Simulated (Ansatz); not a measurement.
# BClGeH₄: shape, modes and thermochemistry

Aim: relax BClGeH₄ from a cheap starting geometry, check the end point by its vibrations and derive ideal-gas thermochemistry, and look at its orbitals and charge.

Program: Ansatz 0.2.0, Gaussian basis. Level of theory: RKS PBE0-D4/def2-TZVP. These are calculated values, not measurements.

Levels to be run: relaxation at PBE-D4/def2-SVP; relaxation at PBE0-D4/def2-TZVP; harmonic vibrations at the same level; a single point in def2-TZVPP for the fields.

## Step 1: The system as given

SMILES `[BH2][GeH2][Cl]`, 7 atoms, charge 0, spin multiplicity 1.

Atoms are counted from 1 here; the program's logs count them from 0.

Bond lengths: B1–Ge2 1.967 Å, B1–H4 1.123 Å, B1–H5 1.239 Å, Ge2–Cl3 2.156 Å, Ge2–H6 1.545 Å, Ge2–H7 1.564 Å. Angles: Ge2–B1–H4 122.1°, Ge2–B1–H5 120.5°, H4–B1–H5 117.5°, B1–Ge2–Cl3 109.6°, B1–Ge2–H6 109.9°, B1–Ge2–H7 109.1°, Cl3–Ge2–H6 109.1°, Cl3–Ge2–H7 109.2°, H6–Ge2–H7 110.0°.

The start is a force-field geometry with small random shifts, so a cheaper pass at PBE-D4/def2-SVP comes first.

## Step 2: Relaxation at PBE-D4/def2-SVP (cheap first pass)

File in.yaml:

```yaml
crystal:
  periodic: [false, false, false]
  atoms:
    - {symbol: B, position_ang: [-0.982300, -0.089000, -0.686500]}
    - {symbol: Ge, position_ang: [0.610700, -0.114300, 0.467200]}
    - {symbol: Cl, position_ang: [1.575900, 1.812900, 0.408100]}
    - {symbol: H, position_ang: [-1.641800, -0.989000, -0.811500]}
    - {symbol: H, position_ang: [-1.305700, 0.943900, -1.288700]}
    - {symbol: H, position_ang: [0.200600, -0.429800, 1.922700]}
    - {symbol: H, position_ang: [1.603900, -1.202800, -0.057100]}
basis:
  gaussian: {orbitals: def2-SVP}
hamiltonian: {xc: pbe, dispersion: d4}
relax: {f_tol: 0.03, max_steps: 200}
```

On the command line:

```
$ ansatz run in.yaml --threads 2 --pin off --events-out ev --progress --plain --max-ram 4352MiB
```

The program printed:

```text
Functional definition: PBE
  name "PBE"
  cite "Perdew, Burke & Ernzerhof, Phys. Rev. Lett. 77, 3865 (1996) doi:10.1103/PhysRevLett.77.3865"
  parent pbe
  parameter kappa = 0.804
  parameter beta = 0.06672455060314922
  exchange = pbe_x(kappa = kappa, mu = beta*pi^2/3)
  correlation = pbe_c(beta = beta)
932 factors; their error is unknown
mean field evaluation 1: about -69753.3537 eV, gradient 2.8e1 eV
mean field evaluation 2: about -69753.2916 eV, gradient 3.2e1 eV
mean field evaluation 4: about -69755.2013 eV, gradient 8.8e-1 eV
mean field evaluation 8: about -69755.1531 eV, gradient 2.2e-2 eV
mean field -69755.15305809 eV, -2563.4545931440 hartree, gradient 1.2e-5 eV, S^2 0.000000; 0 other end points of the search recorded, 0 dependent functions left out
the calculation of the forces begins
reference -69755.15309114 eV, -2563.4545943584 hartree; 29, 29 occupied and 55, 55 virtual orbitals, 932 factors
relax step   1: F+E_penalty+E_count = -69755.28405562 eV  Δ(F+E_penalty+E_count) = +0.000e0 eV  max|allowed force component| = 2.667e0 eV/Å  Δτ_max = 0.0000 Å  (24 SCF iters, accepted)
these checks for a lower state are left out or cut short: starts, cluster_reference, orbital_swaps, neighbouring_geometries, increment
932 factors; their error is unknown
mean field evaluation 16: about -69755.3545 eV, gradient 5.3e0 eV
mean field -69755.35067525 eV, -2563.4618554404 hartree, gradient 1.7e-5 eV, S^2 0.000000; 0 other end points of the search recorded, 0 dependent functions left out
the calculation of the forces begins
reference -69755.35070852 eV, -2563.4618566631 hartree; 29, 29 occupied and 55, 55 virtual orbitals, 932 factors
relax step   2: F+E_penalty+E_count = -69755.47898712 eV  Δ(F+E_penalty+E_count) = -1.949e-1 eV  max|allowed force component| = 7.260e-1 eV/Å  Δτ_max = 0.1122 Å  (25 SCF iters, accepted)
these checks for a lower state are left out or cut short: starts, cluster_reference, orbital_swaps, neighbouring_geometries, increment
932 factors; their error is unknown
mean field -69755.36781014 eV, -2563.4624851362 hartree, gradient 2.3e-5 eV, S^2 0.000000; 0 other end points of the search recorded, 0 dependent functions left out
the calculation of the forces begins
reference -69755.36784356 eV, -2563.4624863642 hartree; 29, 29 occupied and 55, 55 virtual orbitals, 932 factors
relax step   3: F+E_penalty+E_count = -69755.49555489 eV  Δ(F+E_penalty+E_count) = -1.657e-2 eV  max|allowed force component| = 2.712e-1 eV/Å  Δτ_max = 0.0556 Å  (25 SCF iters, accepted)
these checks for a lower state are left out or cut short: starts, cluster_reference, orbital_swaps, neighbouring_geometries, increment
932 factors; their error is unknown
mean field evaluation 32: about -69755.3760 eV, gradient 5.4e-2 eV
mean field -69755.37597545 eV, -2563.4627852059 hartree, gradient 8.9e-5 eV, S^2 0.000000; 0 other end points of the search recorded, 0 dependent functions left out
the calculation of the forces begins
reference -69755.37600901 eV, -2563.4627864392 hartree; 29, 29 occupied and 55, 55 virtual orbitals, 932 factors
relax step   4: F+E_penalty+E_count = -69755.50341478 eV  Δ(F+E_penalty+E_count) = -7.860e-3 eV  max|allowed force component| = 2.289e-2 eV/Å  Δτ_max = 0.0396 Å  (23 SCF iters, accepted)
932 factors; their error is unknown
mean field -69755.37597545 eV, -2563.4627852059 hartree, gradient 8.9e-5 eV, S^2 0.000000; 1 other end points of the search recorded, 0 dependent functions left out
the calculation of the forces begins
reference -69755.37600901 eV, -2563.4627864392 hartree; 29, 29 occupied and 55, 55 virtual orbitals, 932 factors
Total energy: -69755.50344834 eV, -2563.4674697481 hartree
Atom 0 at    -1.050934    -0.055804    -0.740478 Å, force    -0.001449     0.020039    -0.002626 eV/Å
Atom 1 at     0.617489    -0.103607     0.461288 Å, force     0.001003    -0.017387     0.002886 eV/Å
Atom 2 at     1.695942     1.807527     0.492073 Å, force    -0.022887    -0.005872    -0.013358 eV/Å
Atom 3 at    -1.719800    -1.067198    -0.837245 Å, force     0.013121    -0.001194     0.009347 eV/Å
Atom 4 at    -1.382248     0.939833    -1.345858 Å, force    -0.008989     0.019216    -0.015764 eV/Å
Atom 5 at     0.257096    -0.419009     1.940845 Å, force     0.000465    -0.003345     0.019975 eV/Å
Atom 6 at     1.643756    -1.169842    -0.016425 Å, force     0.018735    -0.011458    -0.000461 eV/Å
Dipole moment:    -0.293484    -0.335272    -0.079044 e Å
```

Wall time 6 s (2 threads of Arm Neoverse V1, shared host).

Relaxation path:

```
step  energy from step 1 (eV)  largest force component (eV/Å)
   1                   0.0000                          2.6668
   2                  -0.1949                          0.7260
   3                  -0.2115                          0.2712
   4                  -0.2194                          0.0229
```

Distances of close pairs at the start and the end, largest changes first:

```
   bond  before (Å)  after (Å)  change (Å)
  B1–H4       1.123      1.216      +0.094
 B1–Ge2       1.967      2.057      +0.090
Ge2–Cl3       2.156      2.195      +0.038
  B1–H5       1.239      1.211      -0.027
 Ge2–H6       1.545      1.555      +0.010
 Ge2–H7       1.564      1.555      -0.009
```

## Step 3: Relaxation at PBE0-D4/def2-TZVP

File in.yaml:

```yaml
crystal:
  periodic: [false, false, false]
  atoms:
    - {symbol: B, position_ang: [-1.050934, -0.055804, -0.740478]}
    - {symbol: Ge, position_ang: [0.617489, -0.103607, 0.461288]}
    - {symbol: Cl, position_ang: [1.695942, 1.807527, 0.492073]}
    - {symbol: H, position_ang: [-1.719800, -1.067198, -0.837245]}
    - {symbol: H, position_ang: [-1.382248, 0.939833, -1.345858]}
    - {symbol: H, position_ang: [0.257096, -0.419009, 1.940845]}
    - {symbol: H, position_ang: [1.643756, -1.169842, -0.016425]}
basis:
  gaussian: {orbitals: def2-TZVP}
hamiltonian: {xc: pbe0, dispersion: d4}
relax: {f_tol: 0.005, max_steps: 150}
```

Same command.

The program printed:

```text
Functional definition: PBE0
  name "PBE0"
  cite "Adamo & Barone, J. Chem. Phys. 110, 6158 (1999) doi:10.1063/1.478522"
  cite "Perdew, Burke & Ernzerhof, Phys. Rev. Lett. 77, 3865 (1996) doi:10.1103/PhysRevLett.77.3865"
  parent pbe
  parameter a = 0.25
  parameter kappa = 0.804
  parameter beta = 0.06672455060314922
  exchange = (1 - a)*pbe_x(kappa = kappa, mu = beta*pi^2/3) + a*exact_x
  correlation = pbe_c(beta = beta)
1014 factors; their error is unknown
mean field evaluation 1: about -69769.2895 eV, gradient 2.3e1 eV
mean field evaluation 2: about -69769.5292 eV, gradient 2.4e1 eV
mean field evaluation 4: about -69770.2737 eV, gradient 8.3e-1 eV
mean field evaluation 8: about -69770.5801 eV, gradient 1.7e-1 eV
mean field evaluation 16: about -69770.5801 eV, gradient 1.6e-5 eV
mean field -69770.58012915 eV, -2564.0215275484 hartree, gradient 1.6e-5 eV, S^2 0.000000; 0 other end points of the search recorded, 0 dependent functions left out
the calculation of the forces begins
reference -69770.58016096 eV, -2564.0215287174 hartree; 29, 29 occupied and 111, 111 virtual orbitals, 1014 factors
relax step   1: F+E_penalty+E_count = -69770.68837668 eV  Δ(F+E_penalty+E_count) = +0.000e0 eV  max|allowed force component| = 4.054e-1 eV/Å  Δτ_max = 0.0000 Å  (25 SCF iters, accepted)
these checks for a lower state are left out or cut short: starts, cluster_reference, orbital_swaps, neighbouring_geometries, increment
1014 factors; their error is unknown
mean field -69770.59956799 eV, -2564.0222419127 hartree, gradient 1.2e-5 eV, S^2 0.000000; 0 other end points of the search recorded, 0 dependent functions left out
the calculation of the forces begins
reference -69770.59959965 eV, -2564.0222430763 hartree; 29, 29 occupied and 111, 111 virtual orbitals, 1014 factors
relax step   2: F+E_penalty+E_count = -69770.70860328 eV  Δ(F+E_penalty+E_count) = -2.023e-2 eV  max|allowed force component| = 1.241e-1 eV/Å  Δτ_max = 0.0493 Å  (28 SCF iters, accepted)
these checks for a lower state are left out or cut short: starts, cluster_reference, orbital_swaps, neighbouring_geometries, increment
1014 factors; their error is unknown
mean field -69770.60208026 eV, -2564.0223342369 hartree, gradient 1.2e-5 eV, S^2 0.000000; 0 other end points of the search recorded, 0 dependent functions left out
the calculation of the forces begins
reference -69770.60211191 eV, -2564.0223354002 hartree; 29, 29 occupied and 111, 111 virtual orbitals, 1014 factors
relax step   3: F+E_penalty+E_count = -69770.71115175 eV  Δ(F+E_penalty+E_count) = -2.548e-3 eV  max|allowed force component| = 1.578e-2 eV/Å  Δτ_max = 0.0187 Å  (30 SCF iters, accepted)
these checks for a lower state are left out or cut short: starts, cluster_reference, orbital_swaps, neighbouring_geometries, increment
1014 factors; their error is unknown
mean field evaluation 32: about -69770.2980 eV, gradient 2.1e-4 eV
mean field -69770.60213411 eV, -2564.0223362160 hartree, gradient 1.2e-5 eV, S^2 0.000000; 0 other end points of the search recorded, 0 dependent functions left out
the calculation of the forces begins
reference -69770.60216578 eV, -2564.0223373796 hartree; 29, 29 occupied and 111, 111 virtual orbitals, 1014 factors
relax step   4: F+E_penalty+E_count = -69770.71124882 eV  Δ(F+E_penalty+E_count) = -9.707e-5 eV  max|allowed force component| = 1.284e-2 eV/Å  Δτ_max = 0.0064 Å  (30 SCF iters, accepted)
these checks for a lower state are left out or cut short: starts, cluster_reference, orbital_swaps, neighbouring_geometries, increment
1014 factors; their error is unknown
mean field -69770.60217465 eV, -2564.0223377058 hartree, gradient 1.2e-5 eV, S^2 0.000000; 0 other end points of the search recorded, 0 dependent functions left out
the calculation of the forces begins
reference -69770.60220633 eV, -2564.0223388697 hartree; 29, 29 occupied and 111, 111 virtual orbitals, 1014 factors
relax step   5: F+E_penalty+E_count = -69770.71132661 eV  Δ(F+E_penalty+E_count) = -7.780e-5 eV  max|allowed force component| = 6.310e-3 eV/Å  Δτ_max = 0.0057 Å  (29 SCF iters, accepted)
these checks for a lower state are left out or cut short: starts, cluster_reference, orbital_swaps, neighbouring_geometries, increment
1014 factors; their error is unknown
mean field -69770.60217321 eV, -2564.0223376526 hartree, gradient 1.2e-5 eV, S^2 0.000000; 0 other end points of the search recorded, 0 dependent functions left out
the calculation of the forces begins
reference -69770.60220488 eV, -2564.0223388166 hartree; 29, 29 occupied and 111, 111 virtual orbitals, 1014 factors
relax step   6: F+E_penalty+E_count = -69770.71133275 eV  Δ(F+E_penalty+E_count) = -6.135e-6 eV  max|allowed force component| = 2.059e-4 eV/Å  Δτ_max = 0.0023 Å  (23 SCF iters, accepted)
1014 factors; their error is unknown
mean field evaluation 64: about -69770.6022 eV, gradient 1.8e-3 eV
mean field -69770.60217321 eV, -2564.0223376526 hartree, gradient 1.4e-5 eV, S^2 0.000000; 1 other end points of the search recorded, 0 dependent functions left out
the calculation of the forces begins
reference -69770.60220488 eV, -2564.0223388166 hartree; 29, 29 occupied and 111, 111 virtual orbitals, 1014 factors
Total energy: -69770.71136442 eV, -2564.0263503558 hartree
Atom 0 at    -1.048285    -0.055985    -0.738103 Å, force    -0.000167     0.000016    -0.000148 eV/Å
Atom 1 at     0.614229    -0.122182     0.465330 Å, force     0.000037    -0.000082     0.000065 eV/Å
Atom 2 at     1.648221     1.783827     0.469764 Å, force    -0.000128     0.000090    -0.000016 eV/Å
Atom 3 at    -1.720651    -1.037663    -0.843436 Å, force    -0.000195     0.000184     0.000021 eV/Å
Atom 4 at    -1.352414     0.933573    -1.327487 Å, force     0.000206    -0.000149    -0.000005 eV/Å
Atom 5 at     0.269785    -0.412697     1.937311 Å, force     0.000067    -0.000047     0.000126 eV/Å
Atom 6 at     1.650415    -1.156972    -0.009180 Å, force     0.000181    -0.000012    -0.000044 eV/Å
Dipole moment:    -0.318377    -0.373007    -0.083154 e Å
```

It took 20 s on 2 threads of Arm Neoverse V1, shared host.

Relaxation path:

```
step  energy from step 1 (eV)  largest force component (eV/Å)
   1                   0.0000                          0.4054
   2                  -0.0202                          0.1241
   3                  -0.0228                          0.0158
   4                  -0.0229                          0.0128
   5                  -0.0229                          0.0063
   6                  -0.0230                          0.0002
```

Close pairs (by a distance rule), those that changed most:

```
   bond  before (Å)  after (Å)  change (Å)
Ge2–Cl3       2.195      2.168      -0.026
  B1–H4       1.216      1.195      -0.022
  B1–H5       1.211      1.191      -0.020
 Ge2–H6       1.555      1.539      -0.016
 Ge2–H7       1.555      1.539      -0.016
 B1–Ge2       2.057      2.053      -0.003
```

Mulliken charges of the relaxed molecule (report file):

```
atom  value (e)
  B1      -0.08
 Ge2       0.25
 Cl3      -0.34
  H4       0.05
  H5       0.06
  H6       0.03
  H7       0.03
```

(Part 1 of 2 ends here.)
